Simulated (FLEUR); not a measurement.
## HfB: band structure with AM05

HfB:

```
Hf B
1.0
     0.00000    2.31000    2.31000
     2.31000    0.00000    2.31000
     2.31000    2.31000    0.00000
Hf B
1 1
Direct
  0.50000 0.50000 0.50000
  0.00000 0.00000 0.00000
```

- Program: FLEUR MaX-R8.1 (later development tree)
- Task: band structure
- Functional: AM05
- Potentials or basis: all-electron
- Basis: FLAPW
- Kmax: 4.65 1/bohr
- k mesh: 10 × 10 × 10
- Occupations: fermi-dirac, width 0.05 eV
- Spin: no spin polarisation
- Gmax: 14.4 1/bohr
- Muffin-tin radii: Hf 2.5, B 1.55 bohr
- lmax: Hf 10, B 8
- lnonsphr: Hf 10, B 8
- Local orbitals a species: Hf 4, B 3
- Max iterations: 60
- Mixing factor: 0.05
- Mixer: Anderson
- Mixer history: 15
- Density convergence: 1e-05 me/bohr^3

```json
{
  "Band gap along the path": "none (metal or under the smearing width)",
  "Valence electrons inside the program's atomic spheres": "Hf 24.03; B 1.44 (radii Hf 2.5, B 1.55 bohr)"
}
```

Levels at the corners of the path, in eV from the Fermi level:
```tsv
point	band 12	band 13	band 14	band 15	band 16	band 17	band 18	band 19
Γ	-9.55	2.14	2.14	2.14	4.10	4.10	4.10	4.18
X	-6.68	-1.17	-0.93	2.46	2.46	6.21	7.86	7.86
W	-5.56	-1.35	-1.35	-1.27	5.53	5.53	7.88	7.98
K	-5.77	-2.18	-1.21	0.32	3.13	6.82	8.00	9.99
Γ	-9.55	2.14	2.14	2.14	4.10	4.10	4.10	4.18
L	-5.05	-3.93	-1.38	-1.38	6.49	6.49	7.55	8.48
U	-5.77	-2.18	-1.21	0.32	3.13	6.82	8.00	9.99
W	-5.56	-1.35	-1.35	-1.27	5.53	5.53	7.88	7.98
L	-5.05	-3.93	-1.38	-1.38	6.49	6.49	7.55	8.48
K	-5.77	-2.18	-1.21	0.32	3.13	6.82	8.00	9.99
U	-5.77	-2.18	-1.21	0.32	3.13	6.82	8.00	9.99
X	-6.68	-1.17	-0.93	2.46	2.46	6.21	7.86	7.86
```

Core levels (eV from the Fermi level):
| atom | levels |
| --- | --- |
| 1 Hf | 1s1/2 -65142.2, 2s1/2 -11129.0, 2p1/2 -10630.1, 2p3/2 -9439.7, 3s1/2 -2529.9, 3p1/2 -2308.6, 3p3/2 -2053.6, 4s1/2 -503.5, 3d3/2 -1678.7, 3d5/2 -1623.1, 4p1/2 -412.9, 4p3/2 -354.4, 4d3/2 -205.4, 4d5/2 -194.7 |
| 2 B | 1s1/2 -169.8 |

It took 35 s on 1 thread of Arm Neoverse V2, with other jobs on the host, peak memory 0.07 GiB.

Caveat: spin-orbit coupling is left out, which moves the levels of the heavy elements.
